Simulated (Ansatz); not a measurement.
# AlCl3H2: the cost of one run

Method: RKS B3LYP-D4/6-31G*, in Ansatz 0.2.0.

## (1) The structure to begin with

Bond lengths: Al1–Cl2 2.580 Å, Al1–Cl3 2.230 Å, Al1–Cl4 2.230 Å. Angles: Cl2–Al1–Cl3 120.0°, Cl2–Al1–Cl4 120.0°, Cl3–Al1–Cl4 120.0°.

Coordinates:

```xyz
6

Al    0.0000    0.0000    0.0000
Cl    0.0000    0.0000    2.5800
Cl    1.9312    0.0000   -1.1150
Cl   -1.9312    0.0000   -1.1150
H     0.0777   -1.7634    0.5865
H     0.0662   -1.5022    1.5585
```

## (2) Pulling towards end A

Springs on the bonds that form and break draw the guess towards this end; the thresholds are loose.

input.yaml

```yaml
crystal:
  periodic: [false, false, false]
  atoms:
    - { symbol: Al, position_ang: [0.0, 0.0, 0.0] }
    - { symbol: Cl, position_ang: [0.0, 0.0, 2.58] }
    - { symbol: Cl, position_ang: [1.9312, 0.0, -1.115] }
    - { symbol: Cl, position_ang: [-1.9312, 0.0, -1.115] }
    - { symbol: H, position_ang: [0.0777, -1.7634, 0.5865] }
    - { symbol: H, position_ang: [0.0662, -1.5022, 1.5585] }
basis:
  gaussian: { orbitals: "6-31G*" }
hamiltonian:
  xc: b3lyp
  dispersion: d4
relax:
  f_tol: 0.15
  max_steps: 25
  restrain:
    - { distance: [0, 4], at: 2.76, k: 30.0 }
    - { distance: [5, 1], at: 2.57, k: 30.0 }
    - { distance: [0, 1], at: 2.23, k: 30.0 }
    - { distance: [5, 4], at: 0.66, k: 30.0 }
output:
  orbitals: {}
```

Command:

```sh
$ ansatz run input.yaml --threads 1 --pin off --max-ram 2048MiB --backend cpu --events-out ev --progress --plain --runs-dir out
```

**Question.** How long does this run take on 1 thread of Intel Xeon at 2.60GHz (Ice Lake), shared host, and how much memory does it need?

About 24 s, with a peak of 0.18 GiB.
